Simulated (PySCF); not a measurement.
# C4H9FOSi2: the cost of one run

Programs: PySCF 2.14.0, with routines of our own; each step states its level. All values are computed. Atoms count from 0.

## 1. The system as given

17 atoms, charge 0, multiplicity 1; geometry from: GFN2-xTB.

## 2. Magnetic properties: GIAO B3LYP/pcSseg-1

Job settings and geometry (Å):

```
{"job": {"kind": "mag", "xc": "B3LYP", "basis": "pcSseg-1", "isotopologues": 2}, "charge": 0, "multiplicity": 1}
O      2.858306     0.925752    -0.001538
Si     1.481638     0.426459    -0.718226
C      1.003851    -1.303831    -0.145095
C     -0.254779    -1.643762     0.082321
F     -0.528295    -2.907902     0.522161
C     -1.493895    -0.818062    -0.076626
C     -1.469418     0.485208     0.735389
Si    -0.219427     1.765811     0.054488
H      3.674119     0.434056    -0.057990
H      1.722628     0.328393    -2.169270
H      1.757061    -2.058598     0.041775
H     -2.338450    -1.434160     0.244496
H     -1.639632    -0.583233    -1.135371
H     -2.476972     0.901539     0.732621
H     -1.240490     0.244431     1.774726
H      0.054350     2.734827     1.123592
H     -0.897591     2.515103    -1.017362
```

Method: GIAO B3LYP/pcSseg-1 magnetisability, rotational g tensor and spin-rotation constants, non-relativistic, gas phase.

On the command line:

```sh
$ OMP_NUM_THREADS=1 python excited_run.py task.json out
```

One launch serves the whole session: the jobs run in the order shown.

**Question.** How long does this first job take on 1 thread of Arm Neoverse N1, shared host, and how much memory does it need?

About 87 s, with a peak of 0.96 GiB.
